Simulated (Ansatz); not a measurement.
**CHIN radical: geometry and frequencies at several levels**

The task here is to estimate one member of a computed series from the others.

Computed with Ansatz 0.2.0 (the levels named in each step, unless a step's input says otherwise).

### The system as given

Bond lengths: C1–N2 1.137 Å, C1–H4 1.060 Å. Angles: N2–C1–H4 179.8°.

Structure file:

```xyz
4

C    -0.2967   -3.1785   -0.3287
N    -0.6950   -4.2212   -0.1120
I     0.1042    0.7842    0.0477
H     0.0730   -2.2052   -0.5286
```

Set-up of the first run:

Contents of input.yaml:

```yaml
crystal:
  periodic: [false, false, false]
  atoms:
    - { symbol: C, position_ang: [-0.29666, -3.17849, -0.32866] }
    - { symbol: "N", position_ang: [-0.69497, -4.22119, -0.11199] }
    - { symbol: I, position_ang: [0.1042, 0.78424, 0.04766] }
    - { symbol: H, position_ang: [0.07298, -2.20519, -0.52858] }
magnetization:
  spin_polarized: true
  initial_magnetization: 1
basis:
  gaussian: { orbitals: def2-SVP }
hamiltonian:
  xc: pbe
  dispersion: d4
relax:
  f_tol: 0.03
  max_steps: 200
```

On the command line:

```
$ ansatz run input.yaml --threads 2 --pin off --max-ram 5120MiB --backend cpu --events-out ev --progress --plain --runs-dir out
```

Among the steps run: A rough first relaxation, PBE-D4/def2-SVP; Relaxation, PBE0-D4/def2-TZVPP; Frequencies, PBE0-D4/def2-TZVPP; Relaxation, PBE-D4/def2-TZVPP; Frequencies, PBE-D4/def2-TZVPP; Relaxation, r2SCAN-D4/def2-TZVPP; Frequencies, r2SCAN-D4/def2-TZVPP; Relaxation, B3LYP-D4/def2-TZVPP; Frequencies, B3LYP-D4/def2-TZVPP; Relaxation, B2PLYP/def2-TZVPP.

One table of the session follows, with a row left open; its other results are not shown here.

| level | C1–N2 (Å) | rotational constants (MHz) | dipole (D) | highest frequency (cm⁻¹) |
| --- | --- | --- | --- | --- |
| PBE0-D4/def2-TZVPP | 1.1459 | 1008.7 | 3.60 | 3403 |
| PBE-D4/def2-TZVPP | 1.1588 | 1019.4 | 3.55 | 3293 |
| r2SCAN-D4/def2-TZVPP | 1.1496 | 975.89 | 3.54 | 3390 |
| B3LYP-D4/def2-TZVPP | ? | ? | ? | ? |
| B2PLYP/def2-TZVPP | 1.1540 | 962.24 | 3.50 | - |

Estimate the missing values for B3LYP-D4/def2-TZVPP.

**Answer.** C1–N2 (Å): 1.1464; rotational constants (MHz): 997.24; dipole (D): 3.57; highest frequency (cm⁻¹): 3399. In the column «C1–N2 (Å)» it lies between PBE0-D4/def2-TZVPP (1.1459) and r2SCAN-D4/def2-TZVPP (1.1496).
